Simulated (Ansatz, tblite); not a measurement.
# The cluster Nb₂O₄−: one state, many levels

An exercise on one series of results from a longer session: the logs are not shown, and one member is left open.

The runs use Ansatz 0.2.0, Gaussian basis; as each input shows.

Levels to be run: GFN1-xTB, GFN2-xTB, PBE-D4/def2-TZVPD, r2SCAN-D4/def2-TZVPD, revPBE-D4/def2-TZVPD, BLYP-D4/def2-TZVPD, LDA/def2-TZVPD, MP2/def2-TZVPD, RPA/def2-TZVPD.

7 further runs of the same task are left out: 7 set aside as unsound or not needed. Runs told in other sessions of the task aren't counted.

## The relaxed structure

The doublet was relaxed beforehand with PBE0-D4/def2-SVPD. At that level it is the lowest of the isomers that a small search found.

6 atoms, charge -1, spin multiplicity 2.

Bond lengths: Nb1–O3 1.746 Å, Nb1–O4 1.744 Å, Nb1–O6 1.993 Å, Nb2–O5 1.716 Å, Nb2–O6 1.902 Å. Angles: O3–Nb1–O4 112.4°, O3–Nb1–O6 117.8°, O4–Nb1–O6 120.1°, O5–Nb2–O6 118.3°, Nb1–O6–Nb2 99.2°.

Nb takes a core potential in the def2 sets. No spin-orbit coupling is included. The ion is computed in the gas phase, without counter-ions or solvent.

PBE0-D4/def2-TZVPD was run before; its log isn't repeated, and its numbers join the tables.

The first run:

Tight binding, by tblite at 300 K electronic temperature and without a spin-polarisation term:

```python
tblite.interface.Calculator('GFN1-xTB', numbers, positions, charge=-1, uhf=1).singlepoint()
```

Tight binding, by tblite at 300 K electronic temperature and without a spin-polarisation term:

```python
tblite.interface.Calculator('GFN2-xTB', numbers, positions, charge=-1, uhf=1).singlepoint()
```

start.molden holds the orbitals of an earlier run on this state, given as this run's starting guess.

in.yaml reads:

```yaml
crystal:
  periodic: [false, false, false]
  atoms:
    - {symbol: Nb, position_ang: [-0.301541, 0.309634, 0.979186]}
    - {symbol: Nb, position_ang: [1.124295, -0.791794, -1.378643]}
    - {symbol: O, position_ang: [0.164169, -0.021406, 2.628773]}
    - {symbol: O, position_ang: [-1.471542, 1.597999, 0.863615]}
    - {symbol: O, position_ang: [0.859552, 0.129570, -2.802130]}
    - {symbol: O, position_ang: [-0.374932, -1.224003, -0.290812]}
basis:
  gaussian: {orbitals: def2-TZVPD, initial_orbitals: start.molden}
total_charge: -1
magnetization: {spin_polarized: true, initial_magnetization: 1}
hamiltonian: {xc: pbe, dispersion: d4}
scf: {omitted_lower_state_checks: [starts]}
output: {forces: true, orbitals: {seedname: orbitals}}
```

On the command line:

```bash
> ansatz run in.yaml --threads 4 --pin off --events-out ev --progress --plain --max-ram 4787MiB
```

Among the steps run: PBE-D4/def2-TZVPD; r2SCAN-D4/def2-TZVPD; revPBE-D4/def2-TZVPD; BLYP-D4/def2-TZVPD; LDA/def2-TZVPD; MP2/def2-TZVPD; RPA/def2-TZVPD.

One table of the session follows, with a row left open; its other results are not shown here.

It belongs to the step «Levels side by side». 

```
               level  HOMO (eV)  LUMO (eV)  gap (eV)
      LDA/def2-TZVPD      -0.25      -0.01      0.24
   PBE-D4/def2-TZVPD      -0.19       0.27      0.46
revPBE-D4/def2-TZVPD          ?          ?         ?
  BLYP-D4/def2-TZVPD      -0.07       0.37      0.45
r2SCAN-D4/def2-TZVPD      -0.61       0.38      0.99
  PBE0-D4/def2-TZVPD      -1.52       0.98      2.49
```

Q: Estimate the row for revPBE-D4/def2-TZVPD from the others.

The run gave: HOMO (eV): -0.14; LUMO (eV): 0.38; gap (eV): 0.52. In the column «HOMO (eV)» it lies between PBE-D4/def2-TZVPD (-0.19) and BLYP-D4/def2-TZVPD (-0.07).
